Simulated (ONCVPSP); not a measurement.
# Bromine: generating and testing an ONCV potential

Task: generate the file, and judge it by its errors in other configurations, its logarithmic derivatives, its ghosts and its cutoff.

Program: ONCVPSP 4.0.1. Reference atom: PBE, fully relativistic, spherical and spin-unpolarised. All values are calculated.

## (1) The atom and the settings

Typed settings, in words:

* element: bromine (Br, Z = 35)
* type: optimised norm-conserving Vanderbilt (ONCV)
* frozen core: [Ar] 3d10
* valence charge: 7
* reference configuration: 4s2 4p4.75 (charge +0.25)
* partial waves: 4s: rc 1.50 bohr, ncon 4, nbas 7, qcut 4.4 1/bohr, 2 projectors, debl 3.8 Ha; 4p: rc 1.40 bohr, ncon 4, nbas 7, qcut 4.6 1/bohr, local; d scattering state at 0.03 Ha: rc 1.40 bohr, ncon 5, nbas 8, qcut 6.8 1/bohr, 2 projectors, debl 2.5 Ha
* local potential: the p channel
* core correction: Teter function, fcfact 2.25, rcfact 1.7

The nodes and maxima of the atom's own shells, from an earlier all-electron run, set the scale for the radii.

All-electron outer shells of the reference configuration (PBE, scalar-relativistic, ld1.x):

| shell | level (eV) | outermost node (bohr) | outermost maximum (bohr) |
| --- | --- | --- | --- |
| 3p | -176.12 | 0.21 | 0.48 |
| 3d | -69.34 | – | 0.43 |
| 4s | -22.57 | 0.67 | 1.41 |
| 4p | -10.14 | 0.70 | 1.66 |

## (2) Generating the potential

Br.dat

```
# ATOM AND REFERENCE CONFIGURATION
# atsym  z   nc   nv     iexc    psfile
  Br 35.00    6    2        4      upf
#
#   n    l    f
    1    0    2.00
    2    0    2.00
    2    1    6.00
    3    0    2.00
    3    1    6.00
    3    2   10.00
    4    0    2.00
    4    1    4.75
#
# PSEUDOPOTENTIAL AND OPTIMIZATION
# lmax
    2
#
#   l,   rc,      ep,       ncon, nbas, qcut
    0    1.50    0.00    4    7    4.40
    1    1.40    0.00    4    7    4.60
    2    1.40    0.03    5    8    6.80
#
# LOCAL POTENTIAL
# lloc, lpopt,  rc(5),   dvloc0
    1    5    1.40    0.00
#
# VANDERBILT-KLEINMAN-BYLANDER PROJECTORs
# l, nproj, debl
    0    2    3.80
    1    0    2.50
    2    2    2.50
#
# MODEL CORE CHARGE
# icmod, fcfact, rcfact
    3    2.25    1.70
#
# LOG DERIVATIVE ANALYSIS
# epsh1, epsh2, depsh
   -2.00    5.00    0.02
#
# OUTPUT GRID
# rlmax, drl
    6.00    0.01
#
# TEST CONFIGURATIONS
# ncnf
    4
# nvcnf
#   n    l    f
    2
    4    0    2.00
    4    1    5.00
#
    2
    4    0    2.00
    4    1    4.00
#
    2
    4    0    2.00
    4    1    3.00
#
    2
    4    0    1.00
    4    1    5.00
#
```

On the command line:

```sh
$ oncvpspr.x < Br.dat > Br.out
```

What does the calculation give? Wanted: cutoffs for 1 and 0.1 mHa per electron, occupied waves; bound ghosts; GHOST(+) flags; largest miss of a reference level; largest test error; largest phase difference near zero energy, channels read; rms error of d²Exc/dn², without and with the model core.

**Answer**, as computed:

| quantity | value |
| --- | --- |
| cutoffs for 1 and 0.1 mHa per electron, occupied waves | 26 Ha and 50 Ha |
| bound ghosts | d5/2 at -86.76 eV, d3/2 at -85.00 eV |
| GHOST(+) flags | none at low energy |
| largest miss of a reference level | 348 meV (4p) |
| largest test error (AE − PS) | -36 meV, for 4s2 4p3 |
| largest phase difference near zero energy, channels read | 0.056 rad |
| rms error of d²Exc/dn², without and with the model core | 8.99 and 3.15 mHa |

It has a bound ghost (d5/2, d3/2), a state that the atom doesn't have, and that rules the file out. Already in the reference configuration the 4p level is off by 348 meV: its channel is the local one, which carries no spin-orbit splitting. By total energies transferability is fair: the largest error is 36 meV on 33.1 eV, for 4s2 4p3. By its cutoff, 26 Ha for the looser tolerance, it is of middling hardness. At the looser tolerance the 4s wave is the slowest; 4p needs 13 Ha. That counts occupied waves only; other projectors can need more. Of the channels read, p1/2 scatters worst near zero energy, by up to 0.06 rad. These are tests on the free atom; a crystal test is still owed.
